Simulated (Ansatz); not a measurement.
# BAs: the cost of one run

Method: DFT LDA, scalar-relativistic, plane waves, PAW, in Ansatz 0.2.0.

2 further runs of the same task are left out: 2 set aside as unsound or not needed.

### Step 1. The structure to begin with

Symmetry: F-43m, No. 216, cubic system. The conventional cell has a = 4.732 Å, b = 4.732 Å, c = 4.732 Å, α = 90.00°, β = 90.00°, γ = 90.00°. Around B (site symmetry -43m) lie 4 As at 2.05 Å. As (site symmetry -43m) is surrounded by 4 B at 2.05 Å.

Structure file:

```
B As
1.0
     0.00000    2.36604    2.36604
     2.36604    0.00000    2.36604
     2.36604    2.36604    0.00000
B As
1 1
Direct
  0.00000 0.00000 0.00000
  0.75000 0.75000 0.75000
```

This cell was relaxed beforehand with the same method: volume 13.25 Å³/atom, gap on the mesh 1.10 eV.

### Step 2. The cell at 0.98 of its volume

input.yaml reads:

```yaml
crystal:
  lattice:
    - [0.0, 2.3501597761, 2.3501597761]
    - [2.3501597761, 0.0, 2.3501597761]
    - [2.3501597761, 2.3501597761, 0.0]
  atoms:
    - { symbol: B, position: [0.0, 0.0, 0.0] }
    - { symbol: As, position: [0.75, 0.75, 0.75] }
basis:
  ecutwfc: 420
kpoints:
  mp_grid: { grid: [10, 10, 10] }
hamiltonian:
  xc: lda
scf:
  occupations: { method: fixed }
output:
  forces: true
  stress: true
  eigenvalues: true
```

Started as:

```
ansatz run input.yaml --threads 1 --pin off --max-ram 3072MiB --backend cpu --events-out ev --progress --plain --runs-dir out
```

Q: Estimate wall time and peak memory on 1 thread of Intel Xeon at 2.50GHz (Skylake/Cascade Lake), shared host.

About 4.3 s, with a peak of 0.3 GiB.
